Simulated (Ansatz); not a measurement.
# CH₉BOSi₂: how energies converge with the basis set

An exercise on one series of results from a longer session: the logs are not shown, and one member is left open.

The runs use Ansatz 0.2.0, Gaussian basis; one geometry, several basis sets.

Levels to be run: PBE0-D4/def2-SVP; ωB97M-V/def2-SVP; PBE0-D4/def2-QZVPP; ωB97M-V/def2-QZVPP; the functionals' def2-TZVPP values are taken from earlier runs.

**The geometry**

The geometry comes from an earlier relaxation with PBE0-D4 in a triple-zeta def2 set; it is a stationary point, not always the lowest conformer.

SMILES `C[SiH]([SiH3])BO`, 14 atoms, charge 0, spin multiplicity 1.

Atoms are counted from 1 here; the program's logs count them from 0.

Bond lengths: C1–Si2 1.882 Å, C1–H6 1.092 Å, C1–H7 1.092 Å, C1–H8 1.092 Å, Si2–Si3 2.347 Å, Si2–B4 2.021 Å, Si2–H9 1.495 Å, Si3–H10 1.491 Å, Si3–H11 1.490 Å, Si3–H12 1.489 Å, B4–O5 1.354 Å, B4–H13 1.206 Å, O5–H14 0.962 Å. Angles: Si2–C1–H6 111.5°, Si2–C1–H7 110.3°, Si2–C1–H8 110.5°, H6–C1–H7 108.3°, H6–C1–H8 108.3°, H7–C1–H8 107.8°, C1–Si2–Si3 110.4°, C1–Si2–B4 113.9°, C1–Si2–H9 110.3°, Si3–Si2–B4 107.0°, Si3–Si2–H9 105.8°, B4–Si2–H9 109.1°, Si2–Si3–H10 110.6°, Si2–Si3–H11 111.3°, Si2–Si3–H12 111.1°, H10–Si3–H11 107.7°, H10–Si3–H12 107.8°, H11–Si3–H12 108.1° and more.

The first run:

Contents of in.yaml:

```yaml
crystal:
  periodic: [false, false, false]
  atoms:
    - {symbol: C, position_ang: [-0.738374, -0.673494, 1.652335]}
    - {symbol: Si, position_ang: [-0.204759, -0.621285, -0.151603]}
    - {symbol: Si, position_ang: [2.107384, -0.251652, -0.309255]}
    - {symbol: B, position_ang: [-1.108867, 0.828037, -1.232066]}
    - {symbol: O, position_ang: [-1.767473, 1.810905, -0.574461]}
    - {symbol: H, position_ang: [-0.191750, -1.437594, 2.208573]}
    - {symbol: H, position_ang: [-0.558306, 0.292859, 2.128418]}
    - {symbol: H, position_ang: [-1.806079, -0.891004, 1.729623]}
    - {symbol: H, position_ang: [-0.451631, -1.944296, -0.803496]}
    - {symbol: H, position_ang: [2.469943, 1.066945, 0.283845]}
    - {symbol: H, position_ang: [2.875209, -1.301544, 0.417988]}
    - {symbol: H, position_ang: [2.555423, -0.251119, -1.729632]}
    - {symbol: H, position_ang: [-1.049807, 0.865309, -2.436333]}
    - {symbol: H, position_ang: [-2.144014, 2.478933, -1.155035]}
basis:
  gaussian: {orbitals: def2-SVP}
hamiltonian: {xc: pbe0, dispersion: d4}
output: {orbitals: {seedname: orbitals}}
```

The run is started by

```sh
ansatz run in.yaml --threads 4 --pin off --events-out ev --progress --plain --max-ram 10444MiB
```

Among the steps run: PBE0-D4 in def2-SVP; ωB97M-V in def2-SVP; PBE0-D4 in def2-QZVPP; ωB97M-V in def2-QZVPP.

One table of the session follows, with a row left open; its other results are not shown here.

It belongs to the step «Density functionals: the series». 

```
functional       basis  HOMO (eV)
   PBE0-D4    def2-SVP      -7.35
   PBE0-D4  def2-TZVPP          ?
   PBE0-D4  def2-QZVPP      -7.39
   ωB97M-V    def2-SVP      -9.37
   ωB97M-V  def2-TZVPP      -9.44
   ωB97M-V  def2-QZVPP      -9.45
```

Q: Estimate the row for PBE0-D4, def2-TZVPP from the others.

**Answer.** HOMO (eV): -7.38. In the column «HOMO (eV)» it lies between PBE0-D4, def2-QZVPP (-7.39) and PBE0-D4, def2-SVP (-7.35).
